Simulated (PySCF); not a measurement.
# CH4O3W (W(CH)(OH)3) at 6 levels

Wanted: a comparison of 6 runs (HF/def2-SVP, BLYP/def2-SVP, PBE0/def2-SVP, PBE/def2-SVPD, SVWN5/def2-SVPD, B3LYP/def2-TZVP) of CH4O3W (W(CH)(OH)3). Input form: a Python script.

The results are computed with PySCF 2.14.0.

**1. The molecule**

The species is CH4O3W (9 atoms), meant as a singlet with charge 0. As SMILES, `[CH]#[W]([OH])([OH])[OH]`. The shape comes from GFN2-xTB, which is rough for such elements, and wasn't checked as a minimum. This is one conformer, not always the lowest.

Bond lengths: W1–C2 1.852 Å, W1–O4 1.946 Å, W1–O6 1.948 Å, W1–O8 1.945 Å, C2–H3 1.078 Å, O4–H5 0.967 Å, O6–H7 0.967 Å, O8–H9 0.967 Å. Angles: C2–W1–O4 105.0°, C2–W1–O6 104.8°, C2–W1–O8 105.1°, O4–W1–O6 113.5°, O4–W1–O8 113.6°, O6–W1–O8 113.6°, W1–C2–H3 179.8°, W1–O4–H5 136.0°, W1–O6–H7 135.5°, W1–O8–H9 136.4°.

**2. Energy and forces at HF/def2-SVP (core potential) (run 1)**

File job.py:

```python
# W(CH)(OH)3
import pyscf.grad
from pyscf import gto

mol = gto.M(
    atom='''
W     -0.005000    -0.003730    -0.352830
C      0.022160     0.010490     1.498620
H      0.040320     0.016790     2.576010
O      1.812480     0.444090    -0.885770
H      2.640420     0.649180    -0.430260
O     -1.315430     1.352450    -0.840840
H     -1.889100     1.962370    -0.357110
O     -0.537480    -1.809570    -0.839280
H     -0.768360    -2.622070    -0.368540
''',
    charge=0,
    max_memory=1860,
    verbose=4,
    ecp={'W': 'def2-svp'},
    spin=0,
    basis='def2-svp',
)

mf = mol.RHF()
mf.conv_tol = 1e-10
mf.kernel()
if not mf.converged:
    mf = mf.newton().run(mf.mo_coeff, mf.mo_occ)

energy = mf.e_tot
print(f'total energy: {energy:.8f} hartree')
grad = mf.Gradients().kernel()
mf.analyze()
```

Launch:

```sh
OMP_NUM_THREADS=1 python job.py
```

Output:

```text
PySCF version 2.14.0

[... 96 lines left out ...]
Two-electron Energy =                  355.686917610191131
[... 11 lines left out ...]
MO #8   energy= -2.00368168417755  occ= 2
[... 9 lines left out ...]
MO #18  energy= -0.545390343020234 occ= 2
[... 9 lines left out ...]
MO #28  energy= 0.110297536653962  occ= 0
[... 9 lines left out ...]
MO #38  energy= 0.37417604601394   occ= 0
[... 9 lines left out ...]
MO #48  energy= 0.883932911555505  occ= 0
[... 9 lines left out ...]
MO #58  energy= 1.24195772604857   occ= 0
[... 9 lines left out ...]
MO #68  energy= 1.52193754345119   occ= 0
[... 9 lines left out ...]
MO #78  energy= 1.81933502429055   occ= 0
[... 9 lines left out ...]
MO #88  energy= 2.57270881334138   occ= 0
[... 9 lines left out ...]
MO #98  energy= 3.33988166995891   occ= 0
[... 9 lines left out ...]
MO #108 energy= 575.961888500555   occ= 0
[... 81 lines left out ...]
pop of  5 O 3dxy          0.00144
pop of  5 O 3dyz          0.00194
pop of  5 O 3dz^2         0.00074
pop of  5 O 3dxz          0.00180
pop of  5 O 3dx2-y2       0.00041
pop of  6 H 1s            0.63433
pop of  6 H 2s            0.02321
pop of  6 H 2px           0.00152
pop of  6 H 2py           0.00155
pop of  6 H 2pz           0.00166
pop of  7 O 1s            1.99992
pop of  7 O 2s            1.66659
pop of  7 O 3s            0.01037
pop of  7 O 2px           1.85882
pop of  7 O 2py           1.39132
pop of  7 O 2pz           1.80971
pop of  7 O 3px           0.01566
pop of  7 O 3py           0.00472
pop of  7 O 3pz           0.01620
pop of  7 O 3dxy          0.00071
pop of  7 O 3dyz          0.00278
pop of  7 O 3dz^2         0.00070
pop of  7 O 3dxz          0.00085
pop of  7 O 3dx2-y2       0.00118
pop of  8 H 1s            0.63371
pop of  8 H 2s            0.02259
pop of  8 H 2px           0.00128
pop of  8 H 2py           0.00197
pop of  8 H 2pz           0.00161
 ** Mulliken atomic charges  **
charge of    0W =      2.11490
charge of    1C =     -0.90385
charge of    2H =      0.12658
charge of    3O =     -0.78548
charge of    4H =      0.33769
charge of    5O =     -0.78688
charge of    6H =      0.33773
charge of    7O =     -0.77954
charge of    8H =      0.33884
Dipole moment(X, Y, Z, Debye):  0.05006, -0.02843,  2.25117
```

It took 36 s on 1 thread of Intel Xeon at 2.50GHz (Skylake/Cascade Lake), shared host; peak memory 0.25 GiB.

**3. Energy and gradient at BLYP/def2-SVP (core potential) (run 2)**

File run.py:

```python
# W(CH)(OH)3
import pyscf.grad
from pyscf import gto, dft

system = gto.Mole()
system.atom = '''
W     -0.005000    -0.003730    -0.352830
C      0.022160     0.010490     1.498620
H      0.040320     0.016790     2.576010
O      1.812480     0.444090    -0.885770
H      2.640420     0.649180    -0.430260
O     -1.315430     1.352450    -0.840840
H     -1.889100     1.962370    -0.357110
O     -0.537480    -1.809570    -0.839280
H     -0.768360    -2.622070    -0.368540
'''
system.max_memory = 1860
system.verbose = 4
system.ecp = {'W': 'def2-svp'}
system.basis = 'def2-svp'
system.build()

ks = dft.RKS(system, xc='blyp')
ks.conv_tol = 1e-10
ks.grids.level = 5
ks.kernel()
if not ks.converged:
    ks = ks.newton().run(ks.mo_coeff, ks.mo_occ)

e_tot = ks.e_tot
print('E = %.10f Eh' % e_tot)
grad = ks.Gradients().kernel()
ks.analyze()
```

Launch:

```sh
OMP_NUM_THREADS=1 python run.py
```

Output:

```text
PySCF version 2.14.0

[... 105 lines left out ...]
Two-electron Energy =                  354.660106165853847
[... 11 lines left out ...]
MO #8   energy= -1.55070708478102  occ= 2
[... 9 lines left out ...]
MO #18  energy= -0.316140090855962 occ= 2
[... 9 lines left out ...]
MO #28  energy= -0.0211572521668182 occ= 0
[... 9 lines left out ...]
MO #38  energy= 0.196475177857621  occ= 0
[... 9 lines left out ...]
MO #48  energy= 0.59638801944616   occ= 0
[... 9 lines left out ...]
MO #58  energy= 0.931679294972885  occ= 0
[... 9 lines left out ...]
MO #68  energy= 1.22089106394803   occ= 0
[... 9 lines left out ...]
MO #78  energy= 1.50792088431583   occ= 0
[... 9 lines left out ...]
MO #88  energy= 2.15695381423464   occ= 0
[... 9 lines left out ...]
MO #98  energy= 2.87469112997555   occ= 0
[... 9 lines left out ...]
MO #108 energy= 573.924957934321   occ= 0
[... 81 lines left out ...]
pop of  5 O 3dxy          0.00143
pop of  5 O 3dyz          0.00182
pop of  5 O 3dz^2         0.00088
pop of  5 O 3dxz          0.00170
pop of  5 O 3dx2-y2       0.00040
pop of  6 H 1s            0.64535
pop of  6 H 2s            0.02191
pop of  6 H 2px           0.00111
pop of  6 H 2py           0.00108
pop of  6 H 2pz           0.00163
pop of  7 O 1s            1.99988
pop of  7 O 2s            1.67247
pop of  7 O 3s            0.01078
pop of  7 O 2px           1.80471
pop of  7 O 2py           1.36574
pop of  7 O 2pz           1.76607
pop of  7 O 3px           0.01444
pop of  7 O 3py           0.00611
pop of  7 O 3pz           0.01681
pop of  7 O 3dxy          0.00070
pop of  7 O 3dyz          0.00255
pop of  7 O 3dz^2         0.00083
pop of  7 O 3dxz          0.00087
pop of  7 O 3dx2-y2       0.00117
pop of  8 H 1s            0.64503
pop of  8 H 2s            0.02127
pop of  8 H 2px           0.00120
pop of  8 H 2py           0.00116
pop of  8 H 2pz           0.00159
 ** Mulliken atomic charges  **
charge of    0W =      1.84526
charge of    1C =     -0.95088
charge of    2H =      0.12285
charge of    3O =     -0.66905
charge of    4H =      0.32880
charge of    5O =     -0.67252
charge of    6H =      0.32891
charge of    7O =     -0.66312
charge of    8H =      0.32974
Dipole moment(X, Y, Z, Debye):  0.02868, -0.02463,  1.11901
```

It took 84 s on 1 thread of Intel Xeon at 2.50GHz (Skylake/Cascade Lake), shared host; peak memory 1.1 GiB.

Runs 3 to 4 aren't shown in full; the table further down has their settings and results.

**4. Energy and gradient at SVWN5/def2-SVPD (core potential) (run 5)**

File calc.py:

```python
# W(CH)(OH)3
import pyscf.grad
from pyscf import gto, dft

mol = gto.M(
    atom='''
W   -0.005000  -0.003730  -0.352830
C    0.022160   0.010490   1.498620
H    0.040320   0.016790   2.576010
O    1.812480   0.444090  -0.885770
H    2.640420   0.649180  -0.430260
O   -1.315430   1.352450  -0.840840
H   -1.889100   1.962370  -0.357110
O   -0.537480  -1.809570  -0.839280
H   -0.768360  -2.622070  -0.368540
''',
    ecp={'W': 'def2-svp'},
    max_memory=1860,
    spin=0,
    basis='def2-svpd',
    verbose=3,
)

ks = dft.RKS(mol, xc='svwn')
ks.grids.level = 5
ks.conv_tol = 1e-10
ks.kernel()
if not ks.converged:
    ks = ks.newton().run(ks.mo_coeff, ks.mo_occ)

energy = ks.e_tot
print('E = %.10f Eh' % energy)
grad = ks.Gradients().kernel()
dip = ks.dip_moment()
pop, q = ks.mulliken_pop()
```

Launch:

```sh
OMP_NUM_THREADS=1 python calc.py
```

Output:

```text
converged SCF energy = -331.112140211991
[... 9 lines left out ...]
Dipole moment(X, Y, Z, Debye):  0.03195, -0.02440,  1.32361
[... 127 lines left out ...]
pop of  7 O 2s            1.06359
pop of  7 O 3s            0.67226
pop of  7 O 4s            0.04395
pop of  7 O 2px           0.98630
pop of  7 O 2py           0.88157
pop of  7 O 2pz           0.99525
pop of  7 O 3px           0.65674
pop of  7 O 3py           0.42620
pop of  7 O 3pz           0.61747
pop of  7 O 4px           0.06485
pop of  7 O 4py           0.02621
pop of  7 O 4pz           0.05534
pop of  7 O 3dxy          0.00065
pop of  7 O 3dyz          0.00272
pop of  7 O 3dz^2         0.00080
pop of  7 O 3dxz          0.00070
pop of  7 O 3dx2-y2       0.00128
pop of  7 O 4dxy          0.00175
pop of  7 O 4dyz         -0.00043
pop of  7 O 4dz^2         0.00597
pop of  7 O 4dxz          0.00291
pop of  7 O 4dx2-y2      -0.00379
pop of  8 H 1s            0.68028
pop of  8 H 2s            0.08777
pop of  8 H 2px           0.01656
pop of  8 H 2py           0.02609
pop of  8 H 2pz           0.01982
pop of  8 H 3px           0.02701
pop of  8 H 3py           0.01669
pop of  8 H 3pz           0.00973
 ** Mulliken atomic charges  **
charge of    0W =      1.27635
charge of    1C =      0.27825
charge of    2H =     -0.43585
charge of    3O =     -0.49081
charge of    4H =      0.11800
charge of    5O =     -0.49569
charge of    6H =      0.12108
charge of    7O =     -0.48736
charge of    8H =      0.11604
```

Run time: 2 min. Hardware: 1 thread of Intel Xeon at 2.50GHz (Skylake/Cascade Lake), shared host; peak memory 1.2 GiB.

**5. Energy and forces at B3LYP/def2-TZVP (core potential) (run 6)**

File calc.py:

```python
from pyscf import gto, dft

mol = gto.M(
    atom=[
    ('W', (-0.005000, -0.003730, -0.352830)),
    ('C', (0.022160, 0.010490, 1.498620)),
    ('H', (0.040320, 0.016790, 2.576010)),
    ('O', (1.812480, 0.444090, -0.885770)),
    ('H', (2.640420, 0.649180, -0.430260)),
    ('O', (-1.315430, 1.352450, -0.840840)),
    ('H', (-1.889100, 1.962370, -0.357110)),
    ('O', (-0.537480, -1.809570, -0.839280)),
    ('H', (-0.768360, -2.622070, -0.368540)),
],
    charge=0,
    max_memory=1860,
    verbose=3,
    ecp={'W': 'def2-svp'},
    basis='def2-tzvp',
)

mf = dft.RKS(mol, xc='b3lyp')
mf.conv_tol = 1e-10
mf.grids.level = 5
mf.kernel()
if not mf.converged:
    mf = mf.newton().run(mf.mo_coeff, mf.mo_occ)

etot = mf.e_tot
print(f'total energy: {etot:.8f} hartree')
grad = mf.nuc_grad_method().kernel()
dip = mf.dip_moment()
pop, q = mf.mulliken_pop()
```

Launch:

```sh
OMP_NUM_THREADS=1 python calc.py
```

Output:

```text
converged SCF energy = -333.504521684132
total energy: -333.50452168 hartree
[... 8 lines left out ...]
Dipole moment(X, Y, Z, Debye):  0.03508, -0.02609,  1.45686
[... 159 lines left out ...]
pop of  7 O 2pz           0.66813
pop of  7 O 3px           0.66397
pop of  7 O 3py           0.58994
pop of  7 O 3pz           0.65597
pop of  7 O 4px           0.42308
pop of  7 O 4py           0.21395
pop of  7 O 4pz           0.38028
pop of  7 O 3dxy          0.00012
pop of  7 O 3dyz          0.00072
pop of  7 O 3dz^2         0.00010
pop of  7 O 3dxz          0.00012
pop of  7 O 3dx2-y2       0.00030
pop of  7 O 4dxy          0.00173
pop of  7 O 4dyz          0.00524
pop of  7 O 4dz^2         0.00196
pop of  7 O 4dxz          0.00154
pop of  7 O 4dx2-y2       0.00262
pop of  7 O 4f-3          0.00031
pop of  7 O 4f-2          0.00014
pop of  7 O 4f-1          0.00012
pop of  7 O 4f+0          0.00018
pop of  7 O 4f+1          0.00002
pop of  7 O 4f+2          0.00034
pop of  7 O 4f+3          0.00033
pop of  8 H 1s            0.25450
pop of  8 H 2s            0.31939
pop of  8 H 3s            0.03559
pop of  8 H 2px           0.01493
pop of  8 H 2py           0.01894
pop of  8 H 2pz           0.01491
 ** Mulliken atomic charges  **
charge of    0W =      1.20345
charge of    1C =     -0.37312
charge of    2H =      0.15023
charge of    3O =     -0.66869
charge of    4H =      0.34173
charge of    5O =     -0.66853
charge of    6H =      0.34176
charge of    7O =     -0.66857
charge of    8H =      0.34174
```

Wall time 4.4 min (1 thread of Intel Xeon at 2.50GHz (Skylake/Cascade Lake), shared host); peak memory 2.7 GiB.

**6. All runs side by side**

| run | level | integration grid | energy (Eh) | dipole moment (D) | HOMO energy (eV) | LUMO energy (eV) | wall time |
| --- | --- | --- | --- | --- | --- | --- | --- |
| 1 | HF/def2-SVP (core potential) | – | -330.974993 | 2.25 | -9.36 | 2.54 | 36 s |
| 2 | BLYP/def2-SVP (core potential) | 5 | -333.094754 | 1.12 | -5.20 | -1.43 | 84 s |
| 3 | PBE0/def2-SVP (core potential) | 5 | -332.832772 | 1.45 | -6.66 | -0.80 | 99 s |
| 4 | PBE/def2-SVPD (core potential) | 5 | -332.942252 | 1.28 | -5.61 | -1.93 | 3.1 min |
| 5 | SVWN5/def2-SVPD (core potential) | 5 | -331.112140 | 1.32 | -5.76 | -2.15 | 2 min |
| 6 | B3LYP/def2-TZVP (core potential) | 5 | -333.504522 | 1.46 | -6.43 | -1.16 | 4.4 min |

**7. Results**

```
                       quantity          value
            run 6: total energy  -333.50452 Eh
           run 6: dipole moment         1.46 D
             run 6: HOMO energy       -6.43 eV
             run 6: LUMO energy       -1.16 eV
           run 6: HOMO–LUMO gap        5.27 eV
run 6: largest force on an atom     4.496 eV/Å
```

The dipole moment (its size) runs from 1.12 D (BLYP/def2-SVP) to 2.25 D (HF/def2-SVP). The HOMO–LUMO gap runs from 3.62 eV (SVWN5/def2-SVPD) to 11.90 eV (HF/def2-SVP). The two ends differ in method and basis. Totals of different functionals can't be ranked against each other. All runs together took 13 min, the longest 4.4 min.
